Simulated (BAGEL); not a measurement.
# AlHOF2 (SMILES [OH][Al]([F])[F]): HF/6-311+G(d,p) (density fitting with qzvpp-jkfit)

What is the vertical electron affinity of AlHOF2 at HF/6-311+G** (density fitting with qzvpp-jkfit)? 

Program for the calculation: BAGEL 1.2.2.

## 1. The molecule

AlHOF2: 5 atoms, total charge 0, spin state singlet. SMILES: `[OH][Al]([F])[F]`. Geometry: relaxed at PBE0-D4/def2-TZVP.

Bond lengths: O1–Al2 1.674 Å, Al2–F3 1.633 Å, Al2–F4 1.638 Å, O1–H5 0.955 Å. Angles: O1–Al2–F3 119.1°, O1–Al2–F4 122.4°, F3–Al2–F4 118.6°, Al2–O1–H5 123.7°.

## 2. The energy at HF/6-311+G(d,p) (density fitting with qzvpp-jkfit)

job.json reads:

```json
{ "bagel": [

{
  "title": "molecule",
  "basis": "6-311+gss.json",
  "df_basis": "qzvpp-jkfit",
  "angstrom": true,
  "geometry": [
    { "atom": "O", "xyz": [       0.004500,       1.227000,       0.002400 ] },
    { "atom": "Al", "xyz": [       0.185700,      -0.435200,       0.092100 ] },
    { "atom": "F", "xyz": [       1.487400,      -1.050600,       0.862600 ] },
    { "atom": "F", "xyz": [      -0.897900,      -1.471800,      -0.566700 ] },
    { "atom": "H", "xyz": [      -0.729900,       1.657100,      -0.431800 ] }
  ]
},

{
  "title": "hf"
},

{
  "title": "print",
  "file": "orbitals.molden",
  "orbitals": true
}

]}
```

The basis set 6-311+G** is read from a file made from the Basis Set Exchange's data (not shown).

Command:

```sh
$ BAGEL_NUM_THREADS=1 BAGEL job.json > job.out
```

What it wrote:

```text
* using 1 threads per process

  ===============================================================
  ===============================================================

  *** Geometry ***

  { "atom" : "O", "xyz" : [      0.008504,      2.318694,      0.004535 ] },
  { "atom" : "Al", "xyz" : [      0.350922,     -0.822409,      0.174044 ] },
  { "atom" : "F", "xyz" : [      2.810779,     -1.985346,      1.630078 ] },
  { "atom" : "F", "xyz" : [     -1.696785,     -2.781299,     -1.070908 ] },
  { "atom" : "H", "xyz" : [     -1.379311,      3.131465,     -0.815984 ] },

  Number of auxiliary basis functions:      377

  Since a DF basis is specified, we compute 2- and 3-index integrals:
    o Being stored without compression. Storage requirement is 0.031 GB

  Number of basis functions:      102
  Number of electrons      :       40

    * METHOD: MOLECULE                             0.12

  *** RHF ***

  === Nuclear Repulsion ===
   160.4774987673

      * DIIS with orbital gradients will be used.

  === RHF iteration (6-311+gss.json) ===
      0       -516.00818164          0.04267295           0.04
      1       -516.28484233          0.03184514           0.04
      2       -516.53864369          0.00114883           0.04
      3       -516.53942978          0.00029335           0.04
      4       -516.53946723          0.00014503           0.04
      5       -516.53947524          0.00003317           0.04
      6       -516.53947613          0.00000819           0.04
      7       -516.53947619          0.00000199           0.04
      8       -516.53947619          0.00000072           0.04
      9       -516.53947619          0.00000035           0.04
     10       -516.53947619          0.00000010           0.04
     11       -516.53947619          0.00000004           0.04
     12       -516.53947619          0.00000001           0.04
     13       -516.53947619          0.00000000           0.04
    * SCF iteration converged.

    * Permanent dipole moment:
           (    0.598799,    -0.532510,     0.351779) a.u.

    * METHOD: HF                                   0.70

    * METHOD: PRINT                                0.02

  ===============================================================
```

Run time: 1 s. Hardware: 1 thread of Arm Neoverse V2, shared host; peak memory 0.11 GiB.

## 3. The doublet anion, same level

input.json reads:

```json
{ "bagel": [

{
  "title": "molecule",
  "basis": "6-311+gss.json",
  "df_basis": "qzvpp-jkfit",
  "angstrom": true,
  "geometry": [
    { "atom": "O", "xyz": [       0.004500,       1.227000,       0.002400 ] },
    { "atom": "Al", "xyz": [       0.185700,      -0.435200,       0.092100 ] },
    { "atom": "F", "xyz": [       1.487400,      -1.050600,       0.862600 ] },
    { "atom": "F", "xyz": [      -0.897900,      -1.471800,      -0.566700 ] },
    { "atom": "H", "xyz": [      -0.729900,       1.657100,      -0.431800 ] }
  ]
},

{ "title": "uhf", "charge": -1, "nopen": 1 },

{ "title": "print", "file": "orbitals.molden", "orbitals": true }

]}
```

The basis set 6-311+G** is read from a file made from the Basis Set Exchange's data (not shown).

Command:

```sh
$ BAGEL_NUM_THREADS=1 BAGEL input.json > input.out
```

What it wrote:

```text
* using 1 threads per process

  ===============================================================
  ===============================================================

  *** Geometry ***

  { "atom" : "O", "xyz" : [      0.008504,      2.318694,      0.004535 ] },
  { "atom" : "Al", "xyz" : [      0.350922,     -0.822409,      0.174044 ] },
  { "atom" : "F", "xyz" : [      2.810779,     -1.985346,      1.630078 ] },
  { "atom" : "F", "xyz" : [     -1.696785,     -2.781299,     -1.070908 ] },
  { "atom" : "H", "xyz" : [     -1.379311,      3.131465,     -0.815984 ] },

  Number of auxiliary basis functions:      377

  Since a DF basis is specified, we compute 2- and 3-index integrals:
    o Being stored without compression. Storage requirement is 0.031 GB

  Number of basis functions:      102
  Number of electrons      :       40

    * METHOD: MOLECULE                             0.12

  *** Open-shell HF ***

  === Nuclear Repulsion ===
   160.4774987673

      * DIIS with orbital gradients will be used.

  === UHF iteration (6-311+gss.json) ===
      0       -515.83353974          0.08968464           0.08
      1       -516.14724397          0.07374382           0.09
      2       -516.33818316          0.05039006           0.09
      3       -516.51002907          0.00162792           0.09
      4       -516.51222370          0.00106824           0.09
      5       -516.51291420          0.00053444           0.09
      6       -516.51338041          0.00022204           0.09
      7       -516.51351734          0.00011856           0.09
      8       -516.51355082          0.00005697           0.09
      9       -516.51355894          0.00003783           0.09
     10       -516.51356402          0.00002049           0.09
     11       -516.51356547          0.00000772           0.09
     12       -516.51356567          0.00000464           0.09
     13       -516.51356572          0.00000189           0.09
     14       -516.51356573          0.00000112           0.09
     15       -516.51356574          0.00000063           0.09
     16       -516.51356574          0.00000026           0.09
     17       -516.51356574          0.00000015           0.09
     18       -516.51356574          0.00000007           0.09
     19       -516.51356574          0.00000004           0.09
     20       -516.51356574          0.00000002           0.09
     21       -516.51356574          0.00000001           0.09
     22       -516.51356574          0.00000001           0.09
    * SCF iteration converged.

    * S^2 (UHF) is 0.7522

    * Permanent dipole moment:
           (   -0.447560,     0.267245,    -0.263442) a.u.

    * METHOD: UHF                                  2.09

    * METHOD: PRINT                                0.02

  ===============================================================
```

Wall time 2.4 s (1 thread of Arm Neoverse V2, shared host); peak memory 0.11 GiB.

## 4. Summary of results

Level: HF/6-311+G** (density fitting with qzvpp-jkfit).

```
                                         quantity          value
                     singlet AlHOF2: total energy  -516.53948 Eh
                    singlet AlHOF2: dipole moment         2.22 D
                      singlet AlHOF2: HOMO energy      -14.50 eV
                      singlet AlHOF2: LUMO energy        0.77 eV
                    singlet AlHOF2: HOMO–LUMO gap       15.27 eV
                      doublet anion: total energy  -516.51357 Eh
                              doublet anion: ⟨S²⟩          0.752
vertical electron affinity (to the doublet anion)      -0.705 eV
```

In words: The anion lies 0.71 eV (16.3 kcal/mol) above the neutral: the electron isn't bound at this level, and such a value depends on the basis. Hartree–Fock misses the correlation that binds many anions.
